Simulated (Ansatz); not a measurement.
# Ti5Si6Ni: the cost of one run

Method: DFT PBE, scalar-relativistic, plane waves, PAW, in Ansatz 0.2.0.

### 1 The starting structure

Symmetry: Pmm2, No. 25, orthorhombic system. The conventional cell has a = 3.513 Å, b = 9.744 Å, c = 5.041 Å, α = 90.00°, β = 90.00°, γ = 90.00°. Ti (site symmetry m) is surrounded by 6 Si at 2.51 to 2.57 Å and 4 Ti at 2.86 Å. Ti (site symmetry m) is surrounded by 6 Si at 2.51 to 2.57 Å and 2 Ti at 2.86 Å and 2 Ni at 2.86 Å. Ti (site symmetry mm2) is surrounded by 6 Si at 2.51 to 2.57 Å and 4 Ti at 2.86 Å. Si (site symmetry mm2) has 2 Ni at 2.51 to 2.53 Å and 4 Ti at 2.57 Å in its first shell of neighbours. Si (site symmetry m) is surrounded by 6 Ti at 2.51 to 2.57 Å. Si (site symmetry m) is surrounded by 4 Ti at 2.51 to 2.57 Å and 2 Ni at 2.57 Å. Around Si (site symmetry mm2) lie 6 Ti at 2.51 to 2.57 Å. Ni (site symmetry mm2) is surrounded by 6 Si at 2.51 to 2.57 Å and 4 Ti at 2.86 Å.

Structure file:

```xyz
12
Lattice="3.5128 0.0000 0.0000 0.0000 9.7437 0.0000 0.0000 0.0000 5.0412" Properties=species:S:1:pos:R:3 pbc="T T T"
Ti    1.7564    3.2479    3.3059
Ti    1.7564    6.4958    3.3059
Ti    0.0000    8.1198    1.7353
Ti    0.0000    1.6240    1.7353
Ti    0.0000    4.8719    1.7353
Si    1.7564    0.0000    0.7950
Si    1.7564    3.2479    0.7950
Si    1.7564    6.4958    0.7950
Si    0.0000    8.1198    4.2462
Si    0.0000    1.6240    4.2462
Si    0.0000    4.8719    4.2462
Ni    1.7564    0.0000    3.3059
```

The start is an ordering of an alloy on its end members' structure types: elements ordered on the sites of the SiNi type, Ti/Ni on Ni (Pmm2, No. 25).

### 2 A first look at the guess

input.yaml reads:

```yaml
crystal:
  lattice:
    - [3.51283489, 0.0, 0.0]
    - [0.0, 9.74371418, 0.0]
    - [0.0, 0.0, 5.04122675]
  atoms:
    - { symbol: Ti, position: [0.5, 0.33333333, 0.65577999] }
    - { symbol: Ti, position: [0.5, 0.66666667, 0.65577999] }
    - { symbol: Ti, position: [0.0, 0.83333333, 0.34422001] }
    - { symbol: Ti, position: [0.0, 0.16666667, 0.34422001] }
    - { symbol: Ti, position: [0.0, 0.5, 0.34422001] }
    - { symbol: Si, position: [0.5, 0.0, 0.1577] }
    - { symbol: Si, position: [0.5, 0.33333333, 0.1577] }
    - { symbol: Si, position: [0.5, 0.66666667, 0.1577] }
    - { symbol: Si, position: [0.0, 0.83333333, 0.8423] }
    - { symbol: Si, position: [0.0, 0.16666667, 0.8423] }
    - { symbol: Si, position: [0.0, 0.5, 0.8423] }
    - { symbol: Ni, position: [0.5, 0.0, 0.65577999], spin: 2.0 }
basis:
  ecutwfc: 420
kpoints:
  mp_grid: { grid: [6, 2, 4] }
hamiltonian:
  xc: pbe
scf:
  occupations: { method: gaussian, width: 0.1 }
  lower_state_search: "off"
output:
  forces: true
  stress: true
  eigenvalues: true
  populations: true
magnetization:
  spin_polarized: true
```

Started as:

```bash
$ ansatz run input.yaml --threads 4 --pin off --max-ram 8192MiB --backend cpu --events-out ev --progress --plain --runs-dir out
```

What time and memory should one allow on 4 threads of Intel Xeon Platinum 8259CL at 2.50GHz (Skylake/Cascade Lake), shared host?

About 36 s, with a peak of 0.88 GiB.
